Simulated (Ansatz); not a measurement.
# CH4ClIn: the cost of one run

All numbers below are computed with Ansatz 0.2.0 (RKS B3LYP/def2-SVP).

### 1 The structure to begin with

Bond lengths: C1–In2 2.219 Å, In2–Cl3 2.300 Å, C1–H4 1.086 Å, C1–H5 1.089 Å, C1–H6 1.088 Å, In2–H7 1.738 Å. Angles: C1–In2–Cl3 115.1°, C1–In2–H7 131.2°, Cl3–In2–H7 113.6°, In2–C1–H4 111.8°, In2–C1–H5 104.9°, In2–C1–H6 109.7°, H4–C1–H5 110.6°, H4–C1–H6 109.8°, H5–C1–H6 109.9°.

Coordinates:

```xyz
7

C    -0.9718    0.4391   -0.3097
In    1.0707   -0.3063    0.1318
Cl    1.2036   -1.8362    1.8445
H    -1.1683    0.4707   -1.3775
H    -1.6404   -0.2662    0.1813
H    -1.1015    1.4309    0.1179
H     2.6076    0.0680   -0.5883
```

### 2 End point A

The input, input.yaml:

```yaml
crystal:
  periodic: [false, false, false]
  atoms:
    - { symbol: C, position_ang: [-0.97185, 0.43914, -0.30966] }
    - { symbol: In, position_ang: [1.07072, -0.30626, 0.13182] }
    - { symbol: Cl, position_ang: [1.20364, -1.83618, 1.84446] }
    - { symbol: H, position_ang: [-1.16827, 0.47068, -1.37751] }
    - { symbol: H, position_ang: [-1.64037, -0.26622, 0.18134] }
    - { symbol: H, position_ang: [-1.1015, 1.43086, 0.11786] }
    - { symbol: H, position_ang: [2.60763, 0.06799, -0.58831] }
basis:
  gaussian: { orbitals: def2-SVP }
hamiltonian:
  xc: b3lyp
relax:
  f_tol: 0.015
  max_steps: 40
output:
  orbitals: {}
```

Command:

```
> ansatz run input.yaml --threads 1 --pin off --max-ram 2048MiB --backend cpu --events-out ev --progress --plain --runs-dir out
```

Q: Estimate wall time and peak memory on 1 thread of Arm Neoverse V1, shared host.

About 25 s, with a peak of 0.16 GiB.
